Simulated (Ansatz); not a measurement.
# GaHF (doublet): wave-function methods side by side at a displaced geometry (v1), cc-pVDZ

How much of the correlation energy of GaHF (doublet) does each wave-function method recover here?

The runs use Ansatz 0.2.0, Gaussian basis; cc-pVDZ, core rule «outside noble gas», up to 15 orbitals frozen.

The runs, in order: UHF; CCSD(T) on ROHF; CCSD(T) on UHF; BCCD(T) on ROHF; CISD as a restricted active space (open shells left free, so some higher excitations enter); CCSDT(Q) on ROHF; CCSDT(Q) on UHF.

34 further runs of the same task are left out: 15 for a known fault of the program, 8 that didn't finish, 11 set aside as unsound or not needed. Runs told in other sessions of the task aren't counted.

## Step 1: What is computed

The geometry is a PBE0/def2-TZVP stationary point (not a proven minimum) with its atoms shifted at random (size 0.040 Å). No spin-orbit coupling is included. The filled d shell of Ga may be among the frozen orbitals whatever the setting's name suggests.

3 atoms, charge 0, spin multiplicity 2.

Atoms are counted from 1 here; the program's logs count them from 0.

Bond lengths: F1–Ga2 1.780 Å, Ga2–H3 1.683 Å. Angles: F1–Ga2–H3 114.0°.

In the tables R marks a restricted open-shell determinant and U an unrestricted one; energies count from the table's Hartree-Fock row.

## Step 2: UHF

The input, in.yaml:

```yaml
crystal:
  periodic: [false, false, false]
  atoms:
    - {symbol: F, position_ang: [0.000118, 0.096926, 1.407290]}
    - {symbol: Ga, position_ang: [-0.000715, -0.047077, -0.366508]}
    - {symbol: H, position_ang: [0.047249, 1.429548, -1.172922]}
basis:
  gaussian: {orbitals: cc-pVDZ}
magnetization: {spin_polarized: true, initial_magnetization: 1}
hamiltonian: {xc: hf}
output: {orbitals: {seedname: orbitals}}
```

On the command line:

```
$ ansatz run in.yaml --threads 1 --pin off --events-out ev --progress --plain --max-ram 2393MiB
```

Output:

```text
Functional definition: HF
  name "HF"
  cite "Fock, Z. Phys. 61, 126 (1930) doi:10.1007/BF01340294"
  parent pbe
  exchange = exact_x
  correlation = 0
500 factors; integrals over basis functions are off by at most 9.6e-4 eV
mean field evaluation 1: about -55053.0666 eV, gradient 2.1e1 eV
mean field evaluation 2: about -55053.0845 eV, gradient 2.1e1 eV
mean field evaluation 4: about -55055.2008 eV, gradient 1.9e0 eV
mean field evaluation 8: about -55055.2880 eV, gradient 2.8e-1 eV
mean field evaluation 16: about -55055.2906 eV, gradient 2.2e-5 eV
mean field -55055.29064094 eV, -2023.2446132381 hartree, gradient 2.2e-5 eV, S^2 0.768188; 0 other end points of the search recorded, 0 dependent functions left out
reference -55055.29064094 eV, -2023.2446132381 hartree; 21, 20 occupied and 25, 26 virtual orbitals, 500 factors
Total energy: -55055.29064094 eV, -2023.2446132381 hartree
```

Wall time 0.54 s (1 thread of Arm Neoverse V1, shared host).

From the report: ⟨S²⟩ of the determinant 0.768 (pure doublet: 0.75).

## Step 3: CCSD(T) on ROHF

in.yaml: that of step 2 with these lines changed.

```diff
@@ -8,4 +8,3 @@
   gaussian: {orbitals: cc-pVDZ}
-magnetization: {spin_polarized: true, initial_magnetization: 1}
-hamiltonian: {xc: hf}
-output: {orbitals: {seedname: orbitals}}
+magnetization: {spin_polarized: false, initial_magnetization: 1}
+correlation: {method: ccsd_t, electrons: outside_noble_gas}
```

Same command.

Output (excerpt; [...] marks lines left out):

```text
Functional definition: HF
  name "HF"
  cite "Fock, Z. Phys. 61, 126 (1930) doi:10.1007/BF01340294"
  parent pbe
[...]
500 factors; integrals over basis functions are off by at most 9.6e-4 eV
[...]
mean field -55055.20409110 eV, -2023.2414325902 hartree, gradient 3.9e-6 eV, S^2 0.750000; 1 other end points of the search recorded, 0 dependent functions left out
[...]
determinant -55055.20409110 eV, -2023.2414325902 hartree, with singles and doubles -55062.12859281 eV, -2023.4959033344 hartree
determinant -55051.97652821 eV, -2023.1228218419 hartree, with singles and doubles -55059.24497269 eV, -2023.3899322498 hartree
15 core orbitals not correlated, not the lowest: weight in the atoms' cores, before any rotation towards them, 0.962 or more for the frozen orbitals, at most 0.043 for the correlated occupied ones
reference -55055.20409110 eV, -2023.2414325902 hartree; 6, 5 occupied and 25, 26 virtual orbitals, 500 factors
second order -6.56003346 eV of doubles, -0.03100331 eV of singles
cycle   1  -6.92662778 eV  change   -2.1e-3 eV  update   1.6e-3
[...]
cycle   7  -6.92719986 eV  change   -1.1e-5 eV  update   6.4e-6
perturbative correction -0.12564440 eV, -0.0046173464 hartree
Total energy: -55062.25693536 eV, -2023.5006198363 hartree
```

Wall time 1.6 s (1 thread of Arm Neoverse V1, shared host).

From the report: correlation -7.0528 eV; T1 0.027; largest double amplitude 0.05.

## Step 4: CCSD(T) on UHF

in.yaml: that of step 3 with these lines changed.

```diff
@@ -8,3 +8,3 @@
   gaussian: {orbitals: cc-pVDZ}
-magnetization: {spin_polarized: false, initial_magnetization: 1}
+magnetization: {spin_polarized: true, initial_magnetization: 1}
 correlation: {method: ccsd_t, electrons: outside_noble_gas}
```

Launched as before.

Output (excerpt; [...] marks lines left out):

```text
Functional definition: HF
  name "HF"
  cite "Fock, Z. Phys. 61, 126 (1930) doi:10.1007/BF01340294"
  parent pbe
[...]
500 factors; integrals over basis functions are off by at most 9.6e-4 eV
[...]
mean field -55055.29064094 eV, -2023.2446132381 hartree, gradient 4.5e-6 eV, S^2 0.768188; 1 other end points of the search recorded, 0 dependent functions left out
determinant -55055.29064094 eV, -2023.2446132381 hartree, with singles and doubles -55062.13906892 eV, -2023.4962883243 hartree
determinant -55052.30158401 eV, -2023.1347674221 hartree, with singles and doubles -55059.21231941 eV, -2023.3887322636 hartree
15 core orbitals not correlated, not the lowest: weight in the atoms' cores, before any rotation towards them, 0.962 or more for the frozen orbitals, at most 0.043 for the correlated occupied ones
reference -55055.29064094 eV, -2023.2446132381 hartree; 6, 5 occupied and 25, 26 virtual orbitals, 500 factors
second order -6.52912267 eV of doubles, -0.00000000 eV of singles
cycle   1  -6.84941781 eV  change   -9.9e-4 eV  update   1.1e-3
[...]
cycle   8  -6.84981158 eV  change    1.0e-5 eV  update   2.4e-6
perturbative correction -0.12319677 eV, -0.0045273976 hartree
Total energy: -55062.26364928 eV, -2023.5008665683 hartree
```

Run time: 1.7 s. Hardware: 1 thread of Arm Neoverse V1, shared host.

From the report: ⟨S²⟩ of the determinant 0.768 (pure doublet: 0.75); correlation -6.9730 eV; T1 0.021; largest double amplitude 0.05.

## Step 5: BCCD(T) on ROHF

in.yaml: that of step 4 with these lines changed.

```diff
@@ -8,3 +8,3 @@
   gaussian: {orbitals: cc-pVDZ}
-magnetization: {spin_polarized: true, initial_magnetization: 1}
-correlation: {method: ccsd_t, electrons: outside_noble_gas}
+magnetization: {spin_polarized: false, initial_magnetization: 1}
+correlation: {method: bccd_t, electrons: outside_noble_gas}
```

Launched as before.

Output (excerpt; [...] marks lines left out):

```text
Functional definition: HF
  name "HF"
  cite "Fock, Z. Phys. 61, 126 (1930) doi:10.1007/BF01340294"
  parent pbe
[...]
500 factors; integrals over basis functions are off by at most 9.6e-4 eV
[...]
mean field -55055.20409110 eV, -2023.2414325902 hartree, gradient 3.9e-6 eV, S^2 0.750000; 1 other end points of the search recorded, 0 dependent functions left out
[...]
determinant -55055.20409110 eV, -2023.2414325902 hartree, with singles and doubles -55062.12859281 eV, -2023.4959033344 hartree
determinant -55051.97652821 eV, -2023.1228218419 hartree, with singles and doubles -55059.24497269 eV, -2023.3899322498 hartree
15 core orbitals not correlated, not the lowest: weight in the atoms' cores, before any rotation towards them, 0.962 or more for the frozen orbitals, at most 0.043 for the correlated occupied ones
reference -55055.20409110 eV, -2023.2414325902 hartree; 6, 5 occupied and 25, 26 virtual orbitals, 500 factors
second order -6.56003346 eV of doubles, -0.03100331 eV of singles
cycle   1  -6.90236141 eV  change    2.2e-2 eV  update   1.4e-2
[...]
cycle   9  -6.90399614 eV  change   -1.2e-5 eV  update   1.3e-5
perturbative correction -0.15444014 eV, -0.0056755706 hartree
Total energy: -55062.26252738 eV, -2023.5008253393 hartree
```

It took 1.9 s on 1 thread of Arm Neoverse V1, shared host.

From the report: correlation -7.0584 eV; largest double amplitude 0.05.

## Step 6: CISD as a restricted active space (open shells left free, so some higher excitations enter)

in.yaml: that of step 5 with these lines changed.

```diff
@@ -9,2 +9,2 @@
 magnetization: {spin_polarized: false, initial_magnetization: 1}
-correlation: {method: bccd_t, electrons: outside_noble_gas}
+correlation: {active_space: {ras: {orbitals: [5, 1, 25], electrons: 11, max_holes: 2, max_particles: 2}, fixed_orbitals: true}}
```

Launched as before.

Output:

```text
Functional definition: HF
  name "HF"
  cite "Fock, Z. Phys. 61, 126 (1930) doi:10.1007/BF01340294"
  parent pbe
  exchange = exact_x
  correlation = 0
500 factors; integrals over basis functions are off by at most 9.6e-4 eV
mean field evaluation 1: about -55053.0318 eV, gradient 3.0e1 eV
mean field evaluation 2: about -55053.0479 eV, gradient 3.0e1 eV
mean field evaluation 4: about -55055.1191 eV, gradient 1.7e0 eV
mean field evaluation 8: about -55055.2032 eV, gradient 1.9e-1 eV
mean field -55055.20409110 eV, -2023.2414325902 hartree, gradient 3.9e-6 eV, S^2 0.750000; 0 other end points of the search recorded, 0 dependent functions left out
reference -55055.20409110 eV, -2023.2414325902 hartree; 21, 20 occupied and 25, 26 virtual orbitals, 500 factors
state -55060.45528519 eV, -2023.4344104139 hartree
Total energy: -55060.45528519 eV, -2023.4344104139 hartree
```

Wall time 1.4 s (1 thread of Arm Neoverse V1, shared host).

From the report: 21,528 determinants.

## Step 7: CCSDT(Q) on ROHF

in.yaml: that of step 6 with these lines changed.

```diff
@@ -9,2 +9,2 @@
 magnetization: {spin_polarized: false, initial_magnetization: 1}
-correlation: {active_space: {ras: {orbitals: [5, 1, 25], electrons: 11, max_holes: 2, max_particles: 2}, fixed_orbitals: true}}
+correlation: {method: ccsdt_q, electrons: outside_noble_gas}
```

Same command.

Output (excerpt; [...] marks lines left out):

```text
Functional definition: HF
  name "HF"
  cite "Fock, Z. Phys. 61, 126 (1930) doi:10.1007/BF01340294"
  parent pbe
[...]
861 factors; integrals over basis functions are off by at most 2.1e-7 eV
[...]
mean field -55055.20422309 eV, -2023.2414374408 hartree, gradient 4.0e-6 eV, S^2 0.750000; 1 other end points of the search recorded, 0 dependent functions left out
[...]
determinant -55055.20422309 eV, -2023.2414374408 hartree, with singles and doubles -55062.12873910 eV, -2023.4959087107 hartree
determinant -55051.97666489 eV, -2023.1228268645 hartree, with singles and doubles -55059.24514069 eV, -2023.3899384237 hartree
15 core orbitals not correlated, not the lowest: weight in the atoms' cores, before any rotation towards them, 0.962 or more for the frozen orbitals, at most 0.043 for the correlated occupied ones
reference -55055.20422309 eV, -2023.2414374408 hartree; 6, 5 occupied and 25, 26 virtual orbitals, 861 factors
second order -6.56006472 eV of doubles, -0.03100328 eV of singles
cycle   1  -6.63410981 eV  change   -4.2e-2 eV  update   9.1e-2
[...]
cycle  18  -7.06809969 eV  change    5.0e-7 eV  update   8.9e-7
perturbative correction -0.01299644 eV, -0.0004776105 hartree
Total energy: -55062.28531922 eV, -2023.5016629237 hartree
```

Run time: 17 s. Hardware: 1 thread of Arm Neoverse V1, shared host; peak memory 0.32 GiB.

From the report: correlation -7.0811 eV; T1 0.028; largest double amplitude 0.06.

## Step 8: CCSDT(Q) on UHF

in.yaml: that of step 7 with these lines changed.

```diff
@@ -8,3 +8,3 @@
   gaussian: {orbitals: cc-pVDZ}
-magnetization: {spin_polarized: false, initial_magnetization: 1}
+magnetization: {spin_polarized: true, initial_magnetization: 1}
 correlation: {method: ccsdt_q, electrons: outside_noble_gas}
```

Same command.

Output (excerpt; [...] marks lines left out):

```text
Functional definition: HF
  name "HF"
  cite "Fock, Z. Phys. 61, 126 (1930) doi:10.1007/BF01340294"
  parent pbe
[...]
861 factors; integrals over basis functions are off by at most 2.1e-7 eV
[...]
mean field -55055.29077322 eV, -2023.2446180996 hartree, gradient 4.1e-6 eV, S^2 0.768188; 1 other end points of the search recorded, 0 dependent functions left out
determinant -55055.29077322 eV, -2023.2446180996 hartree, with singles and doubles -55062.13921539 eV, -2023.4962937073 hartree
determinant -55052.30172397 eV, -2023.1347725656 hartree, with singles and doubles -55059.21247186 eV, -2023.3887378663 hartree
15 core orbitals not correlated, not the lowest: weight in the atoms' cores, before any rotation towards them, 0.962 or more for the frozen orbitals, at most 0.043 for the correlated occupied ones
reference -55055.29077322 eV, -2023.2446180996 hartree; 6, 5 occupied and 25, 26 virtual orbitals, 861 factors
second order -6.52915255 eV of doubles, -0.00000000 eV of singles
cycle   1  -6.56433356 eV  change   -3.5e-2 eV  update   9.0e-2
[...]
cycle  18  -6.98748206 eV  change    6.4e-7 eV  update   7.4e-7
perturbative correction -0.01680810 eV, -0.0006176864 hartree
Total energy: -55062.29506339 eV, -2023.5020210154 hartree
```

Wall time 14 s (1 thread of Arm Neoverse V1, shared host); peak memory 0.26 GiB.

From the report: ⟨S²⟩ of the determinant 0.768 (pure doublet: 0.75); correlation -7.0043 eV; T1 0.021; largest double amplitude 0.05.

## Step 9: Misses and costs

The yardstick is UCCSDT(Q), where the cluster series has nearly closed. Rows without a time are mean-field rows or come out of runs for another level: lower rungs of the coupled-cluster runs, or the Hartree-Fock search.

Differences are taken before rounding.

```
   method  energy from the lowest ROHF (kJ/mol)  from UCCSDT(Q) (kJ/mol)   time
      ROHF                                  0.0                   +684.2       
      UHF                                 -8.4                   +675.8       
     RMP2                               -635.9                    +48.2       
     UMP2                               -638.3                    +45.9       
    RCCSD                               -668.4                    +15.8       
    UCCSD                               -669.3                    +14.9       
 RCCSD(T)                               -680.5                     +3.7  1.6 s
 UCCSD(T)                               -681.1                     +3.0  1.7 s
  BCCD(T)                               -681.0                     +3.1  1.9 s
   RCCSDT                               -682.0                     +2.2       
   UCCSDT                               -682.6                     +1.6       
RCCSDT(Q)                               -683.2                     +0.9   17 s
UCCSDT(Q)                               -684.2                        0   14 s
```

Among the levels timed on like hardware and quicker than the yardstick, those that no quicker one beats, quickest first: RCCSD(T) (1.6 s, +3.7 kJ/mol); UCCSD(T) (1.7 s, +3.0 kJ/mol).

Not comparable, so not listed: CISD as a restricted active space (open shells left free, so some higher excitations enter) (they don't share determinant, frozen orbitals or solution with the rows shown, or repeat one).

## Step 10: Outcome

```
                         quantity                                                   value
    UCCSDT(Q) from the ROHF energy                                              -7.0910 eV
              RMP2 from UCCSDT(Q)                                            +48.2 kJ/mol
              UMP2 from UCCSDT(Q)                                            +45.9 kJ/mol
             RCCSD from UCCSDT(Q)                                            +15.8 kJ/mol
          RCCSD(T) from UCCSDT(Q)                                             +3.7 kJ/mol
          UCCSD(T) from UCCSDT(Q)                                             +3.0 kJ/mol
         RCCSDT(Q) from UCCSDT(Q)                                             +0.9 kJ/mol
levels within 1 kcal/mol (43 meV)  RCCSD(T), UCCSD(T), BCCD(T), RCCSDT, UCCSDT, RCCSDT(Q)
                    T1 diagnostic                                                   0.027
```

RCCSD(T) misses by +3.7 kJ/mol, 0.5 % of the correlation energy. These misses are within one basis, not against nature; the frozen cores of restricted and unrestricted runs differ, which can shift their rows.

UCCSD(T) reaches 3.0 kJ/mol from the reference in 1.7 s, where UCCSDT(Q) took 14 s; the quickest level in the cost chart, RCCSD(T), takes 1.6 s and misses by 3.7 kJ/mol.
